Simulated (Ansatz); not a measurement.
# H₈N₂SSi₂: up Jacob's ladder to CCSD(T)

An exercise on one series of results from a longer session: the logs are not shown, and one member is left open.

Computed with Ansatz 0.2.0, Gaussian basis. Level: functionals in def2-TZVPP, the program's frozen cores in correlated methods.

Levels to be run: LDA (SPW92), PBE-D4, revPBE-D4, BLYP-D4, r2SCAN-D4, B97M-V, PBE0-D4, B3LYP-D4, r2SCANh-D4, r2SCAN0-D4, HSE06-D4, BHLYP-D4, CAM-B3LYP-D4, LC-ωPBE, ωB97X-V, ωB97M-V, B2PLYP, PBE-QIDH; CCSD(T)/def2-SVP; CCSD(T)/def2-TZVPP; MP2/def2-QZVPP; extrapolation to the limit; RPA on PBE.

**The relaxed structure**

The geometry comes from an earlier relaxation with PBE0-D4 in a triple-zeta def2 set; it is a stationary point, not always the lowest conformer.

SMILES `N[SiH2]S[SiH2]N`, 13 atoms, charge 0, spin multiplicity 1.

Atoms are counted from 1 here; the program's logs count them from 0.

Bond lengths: N1–Si2 1.711 Å, N1–H6 1.008 Å, N1–H7 1.008 Å, Si2–S3 2.149 Å, Si2–H8 1.484 Å, Si2–H9 1.484 Å, S3–Si4 2.149 Å, Si4–N5 1.711 Å, Si4–H10 1.484 Å, Si4–H11 1.484 Å, N5–H12 1.008 Å, N5–H13 1.008 Å. Angles: Si2–N1–H6 119.4°, Si2–N1–H7 119.3°, H6–N1–H7 110.7°, N1–Si2–S3 112.7°, N1–Si2–H8 108.2°, N1–Si2–H9 108.1°, S3–Si2–H8 108.6°, S3–Si2–H9 108.7°, H8–Si2–H9 110.5°, Si2–S3–Si4 99.4°, S3–Si4–N5 112.7°, S3–Si4–H10 108.7°, S3–Si4–H11 108.6°, N5–Si4–H10 108.1°, N5–Si4–H11 108.2°, H10–Si4–H11 110.5°, Si4–N5–H12 119.3°, Si4–N5–H13 119.4° and more.

The first run:

in.yaml reads:

```yaml
crystal:
  periodic: [false, false, false]
  atoms:
    - {symbol: N, position_ang: [-1.648028, 1.806782, 2.047431]}
    - {symbol: Si, position_ang: [-1.271209, 0.563558, 0.934538]}
    - {symbol: S, position_ang: [0.740665, 0.696998, 0.191147]}
    - {symbol: Si, position_ang: [0.756823, -1.029243, -1.088669]}
    - {symbol: N, position_ang: [2.267334, -1.269553, -1.854651]}
    - {symbol: H, position_ang: [-1.221688, 1.798632, 2.960618]}
    - {symbol: H, position_ang: [-1.757820, 2.751445, 1.713892]}
    - {symbol: H, position_ang: [-1.435465, -0.741413, 1.622408]}
    - {symbol: H, position_ang: [-2.209799, 0.669647, -0.210353]}
    - {symbol: H, position_ang: [-0.271517, -0.849438, -2.143719]}
    - {symbol: H, position_ang: [0.455705, -2.228864, -0.268078]}
    - {symbol: H, position_ang: [2.556738, -0.637941, -2.584717]}
    - {symbol: H, position_ang: [3.058662, -1.565509, -1.305146]}
basis:
  gaussian: {orbitals: def2-TZVPP}
hamiltonian: {xc: lda}
output: {orbitals: {seedname: orbitals}}
```

Steps of the session up to this table: LDA; PBE-D4 (GGA); revPBE-D4 (GGA); BLYP-D4 (GGA); r2SCAN-D4 (meta-GGA); B97M-V (meta-GGA); PBE0-D4 (hybrid); B3LYP-D4 (hybrid); r2SCANh-D4 (hybrid); r2SCAN0-D4 (hybrid); HSE06-D4 (hybrid); BHLYP-D4 (hybrid); CAM-B3LYP-D4 (range-separated); LC-ωPBE-D4 (range-separated; the results give it without D4); ωB97X-V (range-separated); ωB97M-V (range-separated); B2PLYP (double hybrid); PBE-QIDH (double hybrid).

One table of the session follows, with a row left open; its other results are not shown here.

It belongs to the step «Frontier levels by functional». 

| functional | HOMO (eV) | gap (eV) |
| --- | --- | --- |
| LDA (SPW92) | -5.92 | 4.72 |
| PBE-D4 | ? | ? |
| revPBE-D4 | -5.80 | 4.96 |
| BLYP-D4 | -5.68 | 4.87 |
| r2SCAN-D4 | -6.14 | 5.54 |
| B97M-V | -6.28 | 5.50 |
| PBE0-D4 | -7.05 | 6.92 |
| B3LYP-D4 | -6.81 | 6.48 |
| r2SCANh-D4 | -6.58 | 6.26 |
| r2SCAN0-D4 | -7.24 | 7.33 |
| HSE06-D4 | -6.65 | 6.15 |
| BHLYP-D4 | -8.12 | 8.83 |
| CAM-B3LYP-D4 | -8.35 | 9.19 |
| LC-ωPBE | -9.73 | 11.74 |
| ωB97X-V | -9.39 | 11.24 |
| ωB97M-V | -9.22 | 10.74 |

Q: Estimate the row for PBE-D4 from the others.

The run gave: HOMO (eV): -5.84; gap (eV): 4.88. In the column «HOMO (eV)» it lies between LDA (SPW92) (-5.92) and revPBE-D4 (-5.80).
